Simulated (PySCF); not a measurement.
# Br2 with other numerical set-ups

Which parts of the numerical set-up matter for Br2? Each run edits the base script.

Program: PySCF 2.14.0. Level of theory: method and basis as typed in the scripts. These are calculated values, not measurements.

2 further runs of the same task are left out: 2 that didn't finish.

**1. The starting structure**

Br2: 2 atoms, charge 0, spin multiplicity 1.

Bond lengths: Br1–Br2 2.007 Å.

**2. Base script**

Contents of input.py:

```python
from pyscf import gto, scf, mp

mol = gto.M(
    atom='Br 0 0 0; Br 0 0 2.007',
    basis='3-21g',
    charge=0,
    spin=0,
    symmetry=True,
    verbose=4,
)
mf = scf.UHF(mol)
mf.kernel()
mp.MP2(mf).kernel()
mf.dip_moment()
print('orbital energies (hartree):', [e[max(0, n-3):n+3].round(4) for e, n in zip(mf.mo_energy, mol.nelec)])
```

On the command line:

```console
$ OMP_NUM_THREADS=1 python input.py
```

The log of this run is left out.

It gives: E(SCF) = -5119.989830 Eh, 7 cycles, E(MP2) − E(SCF) = -0.07131 Eh, μ = 0.00 D (of the SCF density).

The bond length is a typed value, not an optimised one.

**3. Sbkjc (core potential on)**

Run 1 changes basis set: 3-21g → sbkjc; core potential: off → on. The core potential changes with it: totals don't compare.

Contents of input.py:

```python
from pyscf import gto, scf, mp

mol = gto.M(
    atom='Br 0 0 0; Br 0 0 2.007',
    basis='sbkjc',
    ecp={'Br': 'sbkjc'},
    charge=0,
    spin=0,
    symmetry=True,
    verbose=4,
)
mf = scf.UHF(mol)
mf.kernel()
mp.MP2(mf).kernel()
mf.dip_moment()
print('orbital energies (hartree):', [e[max(0, n-3):n+3].round(4) for e, n in zip(mf.mo_energy, mol.nelec)])
```

On the command line:

```console
$ OMP_NUM_THREADS=1 python input.py
```

**4. Cartesian functions on**

Run 2 changes Cartesian functions: off → on.

input.py, as its differences from that of step 2:

```diff
@@ -8,2 +8,3 @@
     symmetry=True,
+    cart=True,
     verbose=4,
```

**5. Density fitting weigend**

Run 3 changes density fitting: none → weigend.

input.py, as its differences from that of step 2:

```diff
@@ -11,2 +11,3 @@
 mf = scf.UHF(mol)
+mf = mf.density_fit(auxbasis='weigend')
 mf.kernel()
```

**6. Ano-rcc-vdzp (X2C on)**

Run 4 changes basis set: 3-21g → ano-rcc-vdzp; spin-free X2C: off → on.

input.py, as its differences from that of step 2:

```diff
@@ -4,3 +4,3 @@
     atom='Br 0 0 0; Br 0 0 2.007',
-    basis='3-21g',
+    basis='ano-rcc-vdzp',
     charge=0,
@@ -11,2 +11,3 @@
 mf = scf.UHF(mol)
+mf = mf.sfx2c1e()
 mf.kernel()
```

What does the calculation give? Wanted: for each run, E(SCF); from base; gap; after the SCF.

**Answer**, as computed:

| run | E(SCF) (hartree) | from base (eV) | cycles | gap (eV) | functions | after the SCF |
| --- | --- | --- | --- | --- | --- | --- |
| base | -5119.989830 | 0 | 7 | 12.81 | 44 | MP2 correlation -1.940 eV |
| sbkjc (core potential on) | -26.177738 | not comparable | 6 | 12.20 | 16 | MP2 correlation -1.201 eV |
| Cartesian functions on | -5120.000542 | -0.2915 | 7 | 12.81 | 46 | MP2 correlation -1.982 eV |
| density fitting weigend | -5076.973698 | +1170.5286 | 7 | 12.81 | 44 | MP2 correlation -2.044 eV |
| ano-rcc-vdzp (X2C on) | -5208.849227 | not comparable | 7 | 12.28 | 54 | MP2 correlation -7.553 eV |

In words: Of the runs whose energies can be compared, “density fitting weigend” moves the SCF energy most (+1170.529 eV). The dearest run is “ano-rcc-vdzp (X2C on)”, at 6.2 s against 1 s.
